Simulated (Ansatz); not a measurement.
# H₄NPSSe: a ladder of functionals and wavefunction methods

The task here is to estimate one member of a computed series from the others.

Computed with Ansatz 0.2.0, Gaussian basis. Level: functionals in def2-TZVPP, the program's frozen cores in correlated methods.

The runs, in order: LDA (SPW92), PBE-D4, revPBE-D4, BLYP-D4, r2SCAN-D4, B97M-V, PBE0-D4, B3LYP-D4, r2SCANh-D4, r2SCAN0-D4, HSE06-D4, BHLYP-D4, CAM-B3LYP-D4, LC-ωPBE, ωB97X-V, ωB97M-V, B2PLYP, PBE-QIDH; CCSD(T)/def2-SVP; CCSD(T)/def2-TZVPP; MP2/def2-QZVPP; extrapolation to the limit; RPA on PBE.

## The geometry

All runs share one geometry, relaxed beforehand with PBE0-D4 in a triple-zeta def2 set.

SMILES `NP(S)[SeH]`, 8 atoms, charge 0, spin multiplicity 1.

Atoms are counted from 1 here; the program's logs count them from 0.

Bond lengths: N1–P2 1.721 Å, N1–H5 1.013 Å, N1–H6 1.012 Å, P2–S3 2.124 Å, P2–Se4 2.282 Å, S3–H7 1.343 Å, Se4–H8 1.468 Å. Angles: P2–N1–H5 112.2°, P2–N1–H6 112.2°, H5–N1–H6 110.7°, N1–P2–S3 94.2°, N1–P2–Se4 94.7°, S3–P2–Se4 106.4°, P2–S3–H7 93.1°, P2–Se4–H8 91.5°.

The first run:

in.yaml

```yaml
crystal:
  periodic: [false, false, false]
  atoms:
    - {symbol: N, position_ang: [-0.604759, 1.211432, -0.387241]}
    - {symbol: P, position_ang: [0.242774, -0.015454, 0.471385]}
    - {symbol: S, position_ang: [1.744438, -0.238512, -1.014490]}
    - {symbol: Se, position_ang: [-1.312212, -1.636376, 0.066984]}
    - {symbol: H, position_ang: [-0.055798, 2.056080, -0.489383]}
    - {symbol: H, position_ang: [-1.504068, 1.416835, 0.029159]}
    - {symbol: H, position_ang: [2.673685, -0.617367, -0.122410]}
    - {symbol: H, position_ang: [-1.091857, -2.233738, 1.390096]}
basis:
  gaussian: {orbitals: def2-TZVPP}
hamiltonian: {xc: lda}
output: {orbitals: {seedname: orbitals}}
```

Among the steps run: LDA; PBE-D4 (GGA); revPBE-D4 (GGA); BLYP-D4 (GGA); r2SCAN-D4 (meta-GGA); B97M-V (meta-GGA); PBE0-D4 (hybrid); B3LYP-D4 (hybrid); r2SCANh-D4 (hybrid); r2SCAN0-D4 (hybrid); HSE06-D4 (hybrid); BHLYP-D4 (hybrid); CAM-B3LYP-D4 (range-separated); LC-ωPBE (range-separated); ωB97X-V (range-separated); ωB97M-V (range-separated); B2PLYP (double hybrid); PBE-QIDH (double hybrid).

One of the session's tables, all rows but one given; the rest of the session is left out.

It belongs to the step «Frontier levels by functional». 

```
  functional  HOMO (eV)  gap (eV)
 LDA (SPW92)          ?         ?
      PBE-D4      -5.29      3.70
   revPBE-D4      -5.24      3.73
     BLYP-D4      -5.16      3.68
   r2SCAN-D4      -5.51      4.09
      B97M-V      -5.57      4.21
     PBE0-D4      -6.39      5.61
    B3LYP-D4      -6.20      5.21
  r2SCANh-D4      -5.92      4.79
  r2SCAN0-D4      -6.54      5.86
    HSE06-D4      -6.00      4.85
    BHLYP-D4      -7.38      7.52
CAM-B3LYP-D4      -7.62      7.87
     LC-ωPBE      -8.87     10.23
     ωB97X-V      -8.56      9.82
     ωB97M-V      -8.43      9.53
```

**Question.** Estimate the row for LDA (SPW92).

The run gave: HOMO (eV): -5.42; gap (eV): 3.62. In the column «HOMO (eV)» it lies between r2SCAN-D4 (-5.51) and PBE-D4 (-5.29).
